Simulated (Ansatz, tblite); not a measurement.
# The cluster NaAlF4: one state, many levels

How do method and basis change the picture of the cluster NaAlF4 (singlet)?

Program: Ansatz 0.2.0, Gaussian basis. Level of theory: as each input shows. These are calculated values, not measurements.

Plan: GFN1-xTB, GFN2-xTB, PBE-D4/def2-TZVP, r2SCAN-D4/def2-TZVP, BLYP-D4/def2-TZVP, B97M-V/def2-TZVP, PBE-D4/def2-SVP, PBE0-D4/def2-SVP, HF/STO-3G, PBE0-D4/def2-TZVPD, PBE-D4/def2-TZVPD, r2SCAN-D4/def2-TZVPD, CCSD(T)/def2-TZVPP, MP2/def2-TZVP, RPA/def2-TZVP.

2 further runs of the same task are left out: 2 set aside as unsound or not needed. Runs told in other sessions of the task aren't counted.

## (1) The geometry

The singlet was relaxed beforehand with r2SCAN-D4/def2-SVP. At that level it is the lowest of the isomers that a small search found.

6 atoms, charge 0, spin multiplicity 1.

Bond lengths: Na1–F4 2.112 Å, Na1–F5 2.112 Å, Al2–F3 1.667 Å, Al2–F4 1.745 Å, Al2–F5 1.745 Å, Al2–F6 1.667 Å. Angles: F4–Na1–F5 73.4°, F3–Al2–F4 111.0°, F3–Al2–F5 111.0°, F3–Al2–F6 117.6°, F4–Al2–F5 92.6°, F4–Al2–F6 111.0°, F5–Al2–F6 111.0°, Na1–F4–Al2 97.0°, Na1–F5–Al2 97.0°.

Coordinates:

| atom | x (Å) | y (Å) | z (Å) |
| --- | --- | --- | --- |
| Na1 | -1.81027 | 1.38760 | -0.31328 |
| Al2 | 0.46962 | -0.35998 | 0.08123 |
| F3 | 2.02728 | 0.18795 | -0.14494 |
| F4 | -0.53312 | 0.02147 | -1.29503 |
| F5 | -0.42349 | 0.71195 | 1.12933 |
| F6 | 0.26997 | -1.94898 | 0.54268 |

PBE0-D4/def2-TZVP was run before; its log isn't repeated, and its numbers join the tables.

## (2) GFN1-xTB

Tight binding, by tblite at 300 K electronic temperature and without a spin-polarisation term:

```python
tblite.interface.Calculator('GFN1-xTB', numbers, positions, charge=0, uhf=0).singlepoint()
```

Energy -611.4692 eV, HOMO -12.36 eV, LUMO -7.08 eV; 0.004 s.

## (3) GFN2-xTB

Tight binding, by tblite at 300 K electronic temperature and without a spin-polarisation term:

```python
tblite.interface.Calculator('GFN2-xTB', numbers, positions, charge=0, uhf=0).singlepoint()
```

Energy -561.0192 eV, HOMO -12.26 eV, LUMO -9.31 eV; 0.003 s.

## (4) PBE-D4/def2-TZVP

start.molden holds the orbitals of an earlier run on this state, given as this run's starting guess.

Contents of in.yaml:

```yaml
crystal:
  periodic: [false, false, false]
  atoms:
    - {symbol: Na, position_ang: [-1.810273, 1.387597, -0.313278]}
    - {symbol: Al, position_ang: [0.469622, -0.359985, 0.081229]}
    - {symbol: F, position_ang: [2.027284, 0.187953, -0.144942]}
    - {symbol: F, position_ang: [-0.533118, 0.021471, -1.295027]}
    - {symbol: F, position_ang: [-0.423485, 0.711945, 1.129331]}
    - {symbol: F, position_ang: [0.269969, -1.948981, 0.542677]}
basis:
  gaussian: {orbitals: def2-TZVP, initial_orbitals: start.molden}
hamiltonian: {xc: pbe, dispersion: d4}
scf: {omitted_lower_state_checks: [starts]}
output: {forces: true, orbitals: {seedname: orbitals}}
```

On the command line:

```console
ansatz run in.yaml --threads 4 --pin off --events-out ev --progress --plain --max-ram 8704MiB
```

The runs that follow: r2SCAN-D4/def2-TZVP; BLYP-D4/def2-TZVP; B97M-V/def2-TZVP; PBE-D4/def2-SVP; PBE0-D4/def2-SVP; HF/STO-3G; PBE0-D4/def2-TZVPD; PBE-D4/def2-TZVPD; r2SCAN-D4/def2-TZVPD; CCSD(T)/def2-TZVPP; MP2/def2-TZVP; RPA/def2-TZVP.

**Question.** What will the summary of the whole plan be? Wanted: gap in def2-TZVP, named functionals, smallest and largest; correlation energy, CCSD(T)/def2-TZVPP; correlation energy, MP2/def2-TZVP; PBE0 total energy, smallest basis above largest.

As calculated:

| quantity | value |
| --- | --- |
| gap in def2-TZVP, named functionals, smallest and largest | 5.36 eV (BLYP-D4), 8.22 eV (PBE0-D4) |
| correlation energy, CCSD(T)/def2-TZVPP | -35.24 eV |
| correlation energy, MP2/def2-TZVP | -34.27 eV |
| PBE0 total energy, smallest basis above largest | 17.74 eV (def2-SVP, def2-TZVPD) |

Over the named functionals in def2-TZVP the gap runs from 5.36 eV (BLYP-D4) to 8.22 eV (PBE0-D4); exact exchange widens it.
